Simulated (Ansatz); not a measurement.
# BH4NSSi: one species, many methods

Aim: compute BH4NSSi with functionals from several rungs and with coupled cluster. The yardstick is the atomisation energy at the CCSD(T) limit.

Method: functionals in def2-TZVPP, the program's frozen cores in correlated methods; program: Ansatz 0.2.0, Gaussian basis.

The runs, in order: LDA (SPW92), PBE-D4, revPBE-D4, BLYP-D4, r2SCAN-D4, B97M-V, PBE0-D4, B3LYP-D4, r2SCANh-D4, r2SCAN0-D4, HSE06-D4, BHLYP-D4, CAM-B3LYP-D4, LC-ωPBE, ωB97X-V, ωB97M-V, B2PLYP, PBE-QIDH; CCSD(T)/def2-SVP; CCSD(T)/def2-TZVPP; MP2/def2-QZVPP; extrapolation to the limit; RPA on PBE.

### Step 1. The geometry

An earlier PBE0-D4 in a triple-zeta def2 set relaxation fixed the geometry.

8 atoms, charge 0, spin multiplicity 1.

Atoms are counted from 1 here; the program's logs count them from 0.

Bond lengths: S1–B2 1.781 Å, S1–H5 1.347 Å, B2–N3 1.387 Å, B2–Si4 1.921 Å, N3–Si4 1.750 Å, N3–H6 1.008 Å, Si4–H7 1.485 Å, Si4–H8 1.485 Å. Angles: B2–S1–H5 97.6°, S1–B2–N3 140.6°, S1–B2–Si4 158.0°, N3–B2–Si4 61.4°, B2–N3–Si4 74.5°, B2–N3–H6 138.0°, Si4–N3–H6 147.5°, B2–Si4–N3 44.1°, B2–Si4–H7 125.0°, B2–Si4–H8 125.0°, N3–Si4–H7 115.8°, N3–Si4–H8 115.8°, H7–Si4–H8 109.9°.

### Step 2. LDA

This LDA is Slater exchange with PW92 correlation.

in.yaml reads:

```yaml
crystal:
  periodic: [false, false, false]
  atoms:
    - {symbol: S, position_ang: [-0.755611, 2.043501, -1.141934]}
    - {symbol: B, position_ang: [-0.297916, 0.516978, -0.345906]}
    - {symbol: N, position_ang: [0.762486, -0.059163, 0.337426]}
    - {symbol: Si, position_ang: [-0.481143, -1.289246, 0.283212]}
    - {symbol: H, position_ang: [0.389377, 2.714690, -0.911219]}
    - {symbol: H, position_ang: [1.689832, 0.199223, 0.636099]}
    - {symbol: H, position_ang: [-1.060512, -1.679801, 1.593472]}
    - {symbol: H, position_ang: [-0.154412, -2.503282, -0.506950]}
basis:
  gaussian: {orbitals: def2-TZVPP}
hamiltonian: {xc: lda}
output: {orbitals: {seedname: orbitals}}
```

Launch:

```bash
ansatz run in.yaml --threads 2 --pin off --events-out ev --progress --plain --max-ram 4352MiB
```

Further steps of the session: PBE-D4 (GGA); revPBE-D4 (GGA); BLYP-D4 (GGA); r2SCAN-D4 (meta-GGA); B97M-V (meta-GGA); B3LYP-D4 (hybrid); r2SCANh-D4 (hybrid); r2SCAN0-D4 (hybrid); HSE06-D4 (hybrid); BHLYP-D4 (hybrid); CAM-B3LYP-D4 (range-separated); LC-ωPBE (range-separated); ωB97X-V (range-separated); ωB97M-V (range-separated); B2PLYP (double hybrid); PBE-QIDH (double hybrid); CCSD(T) in def2-SVP; CCSD(T) in def2-TZVPP; MP2 in def2-QZVPP; RPA on PBE orbitals.

**Question.** What will the summary of the whole plan be? Wanted: atomisation energy, CCSD(T)/CBS; farthest beyond LDA; mean size of error, GGA; mean size of error, meta-GGA; mean size of error, hybrid; mean size of error, range-separated; mean size of error, double hybrid; gap, smallest and largest; T1 diagnostic.

As calculated:

```
                               quantity                                      value
        atomisation energy, CCSD(T)/CBS                             644.0 kcal/mol
functionals within 3.2 kcal/mol (0.5 %)   revPBE-D4, r2SCANh-D4, LC-ωPBE, PBE-QIDH
                    farthest beyond LDA                    PBE-D4 (+18.2 kcal/mol)
                mean size of error, GGA                               7.8 kcal/mol
           mean size of error, meta-GGA                               9.5 kcal/mol
             mean size of error, hybrid                               6.3 kcal/mol
    mean size of error, range-separated                               5.8 kcal/mol
      mean size of error, double hybrid                               3.4 kcal/mol
              gap, smallest and largest  4.91 eV (LDA (SPW92)), 11.64 eV (LC-ωPBE)
                          T1 diagnostic                                     0.0138
triples share of the correlation energy                                      4.5 %
```

In words: The LDA atomisation energy is off by 101.8 kcal/mol (16 %): it overbinds. PBE-D4 misses by +18.2 kcal/mol. Double hybrids carry the basis error of their MP2 part in triple zeta, and no dispersion term here, so their miss is partly the set-up's. By mean error the best rung here is double hybrid (3.4 kcal/mol) and the worst beyond LDA is meta-GGA (9.5 kcal/mol). The reference freezes the cores and leaves out relativity and excitations past (T), so misses under about 3.2 kcal/mol can't be ranked. Hartree-Fock recovers 70 % of the binding; the rest is correlation. CCSD(T) in def2-SVP is off by -44.7 kcal/mol, which most functionals beat. The gap grows from 4.9 to 11.6 eV across the functionals, mostly with the share of exact exchange.
